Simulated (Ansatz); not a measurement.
# BeBH3 (singlet): wave-function methods side by side at distance Be2–H5 = 2.538 Å, 6-31G

Aim: climb from Hartree-Fock through coupled cluster and multireference methods for BeBH3 (singlet) at one geometry and basis, and see what each rung misses.

Computed with Ansatz 0.2.0, Gaussian basis. Level: 6-31G, core rule «outside noble gas», up to 2 orbitals frozen.

The runs, in order: UHF; CCSD(T) on RHF; CCSD(T) on UHF; BCCD(T) on RHF; CISD; CCSDT(Q) on RHF; CCSDT(Q) on UHF; CCSDTQ on RHF; CASSCF and MRCISD+Q, 2 electrons in 2 orbitals; CASSCF and NEVPT2, 2 electrons in 2 orbitals; Full CI.

38 further runs of the same task are left out: 22 for a known fault of the program, 13 that didn't finish, 3 set aside as unsound or not needed. Runs told in other sessions of the task aren't counted.

## 1. The system

The geometry derives from a PBE0/def2-TZVP stationary point (not a proven minimum). One bond is set to the value named and the two fragments are kept rigid.

5 atoms, charge 0, spin multiplicity 1.

Atoms are counted from 1 here; the program's logs count them from 0.

Bond lengths: B1–Be2 1.873 Å, B1–H3 1.202 Å, B1–H4 1.202 Å. Angles: Be2–B1–H3 123.4°, Be2–B1–H4 123.4°, H3–B1–H4 113.2°.

## 2. UHF

File in.yaml:

```yaml
crystal:
  periodic: [false, false, false]
  atoms:
    - {symbol: B, position_ang: [0.000000, 0.000000, 0.875092]}
    - {symbol: Be, position_ang: [0.000000, 0.000000, -0.998069]}
    - {symbol: H, position_ang: [0.000000, 1.003181, 1.536948]}
    - {symbol: H, position_ang: [0.000000, -1.003180, 1.536948]}
    - {symbol: H, position_ang: [0.000000, 0.000000, -3.536069]}
basis:
  gaussian: {orbitals: 6-31G}
magnetization: {spin_polarized: true, initial_magnetization: 0}
hamiltonian: {xc: hf}
output: {orbitals: {seedname: orbitals}}
```

Launch:

```bash
ansatz run in.yaml --threads 1 --pin off --events-out ev --progress --plain --max-ram 2393MiB
```

Further steps of the session: CCSD(T) on RHF; CCSD(T) on UHF; BCCD(T) on RHF; CISD; CCSDT(Q) on RHF; CCSDT(Q) on UHF; CCSDTQ on RHF; CASSCF and MRCISD+Q, 2 electrons in 2 orbitals; CASSCF and NEVPT2, 2 electrons in 2 orbitals; Full CI.

Q: Predict the results of all the runs planned. Wanted: FCI from the RHF energy; RMP2 from FCI; UMP2 from FCI; RCCSD from FCI; RCCSD(T) from FCI; UCCSD(T) from FCI; RCCSDT(Q) from FCI; UCCSDT(Q) from FCI; NEVPT2 pair from FCI.

The runs gave:

| quantity | value |
| --- | --- |
| FCI from the RHF energy | -3.4315 eV |
| RMP2 from FCI | +113.5 kJ/mol |
| UMP2 from FCI | +115.2 kJ/mol |
| RCCSD from FCI | +10.3 kJ/mol |
| RCCSD(T) from FCI | +3.1 kJ/mol |
| UCCSD(T) from FCI | +4.3 kJ/mol |
| RCCSDT(Q) from FCI | +0.1 kJ/mol |
| UCCSDT(Q) from FCI | +0.1 kJ/mol |
| NEVPT2 pair from FCI | +59.5 kJ/mol |
| levels within 1 kcal/mol (43 meV) | RCCSD(T), BCCD(T), RCCSDT, UCCSDT, RCCSDT(Q), UCCSDT(Q), RCCSDTQ |
| T1 diagnostic | 0.030 |
| effectively unpaired electrons | 0.31 |

**Reading.** RCCSD(T) misses by +3.1 kJ/mol, 0.9 % of the correlation energy. The occupations show static correlation (0.31 effectively unpaired electrons where one determinant has 0). These misses are within one basis, not against nature.
